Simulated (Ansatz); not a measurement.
# GaH₂O (quartet): the correlation ladder, cc-pVDZ

One table from this session's results is given with a row withheld; the runs are named, their logs left out.

Program: Ansatz 0.2.0, Gaussian basis. Level of theory: cc-pVDZ, core rule «outside noble gas», up to 15 orbitals frozen. These are calculated values, not measurements.

The runs, in order: UHF; CCSD(T) on ROHF; CCSD(T) on UHF; BCCD(T) on ROHF; CISD; CCSDT(Q) on ROHF; CCSDT(Q) on UHF; CCSDTQ on ROHF; CASSCF and MRCISD+Q, 11 electrons in 10 orbitals; CASSCF and NEVPT2, 11 electrons in 10 orbitals.

14 further runs of the same task are left out: 9 for a known fault of the program, 5 set aside as unsound or not needed.

**The system**

The geometry is a PBE0/def2-TZVP stationary point (not a proven minimum) of the parent state, kept for this charge and spin. No spin-orbit coupling is included. The filled d shell of Ga may be among the frozen orbitals whatever the setting's name suggests; the logs give the count.

4 atoms, charge 0, spin multiplicity 4.

Atoms are counted from 1 here; the program's logs count them from 0.

Bond lengths: O1–Ga2 1.795 Å, Ga2–H3 1.556 Å, Ga2–H4 1.556 Å. Angles: O1–Ga2–H3 114.9°, O1–Ga2–H4 114.9°, H3–Ga2–H4 130.2°.

The first run:

in.yaml

```yaml
crystal:
  periodic: [false, false, false]
  atoms:
    - {symbol: O, position_ang: [0.000000, 0.000000, 1.482333]}
    - {symbol: Ga, position_ang: [0.000000, 0.000000, -0.312174]}
    - {symbol: H, position_ang: [0.000000, -1.411154, -0.967676]}
    - {symbol: H, position_ang: [0.000000, 1.411154, -0.967676]}
basis:
  gaussian: {orbitals: cc-pVDZ}
magnetization: {spin_polarized: true, initial_magnetization: 3}
hamiltonian: {xc: hf}
output: {orbitals: {seedname: orbitals}}
```

Run with:

```
$ ansatz run in.yaml --threads 1 --pin off --events-out ev --progress --plain --max-ram 4096MiB --backend cpu
```

Among the steps run: UHF; CCSD(T) on ROHF; CCSD(T) on UHF; BCCD(T) on ROHF; CISD; CCSDT(Q) on ROHF; CCSDT(Q) on UHF; CCSDTQ on ROHF; CASSCF and MRCISD+Q, 11 electrons in 10 orbitals; CASSCF and NEVPT2, 11 electrons in 10 orbitals.

One table of the session follows, with a row left open; its other results are not shown here.

It belongs to the step «Misses and costs». 

| method | from RCCSDTQ (kJ/mol) |
| --- | --- |
| ROHF | +604.1 |
| UHF | +580.2 |
| RMP2 | +135.6 |
| UMP2 | +135.6 |
| RCCSD | +22.3 |
| UCCSD | +22.3 |
| RCCSD(T) | +7.1 |
| UCCSD(T) | +7.4 |
| BCCD(T) | +5.9 |
| RCCSDT | +1.6 |
| UCCSDT | +1.1 |
| RCCSDT(Q) | +0.2 |
| UCCSDT(Q) | -0.4 |
| RCCSDTQ | 0 |
| CASSCF valence | ? |
| NEVPT2 valence | +94.8 |
| MRCISD valence | +30.2 |
| MRCISD+Q valence | +4.9 |

Q: Estimate the row for CASSCF valence from the others.

**Answer.** from RCCSDTQ (kJ/mol): +452.6. In the column «from RCCSDTQ (kJ/mol)» it lies between UMP2 (+135.6) and UHF (+580.2).

Limits of these values: Restricted and unrestricted rows rest on different reference determinants; where their highest levels disagree by more than a few hundredths of an eV, they describe different states and don't form one ladder.
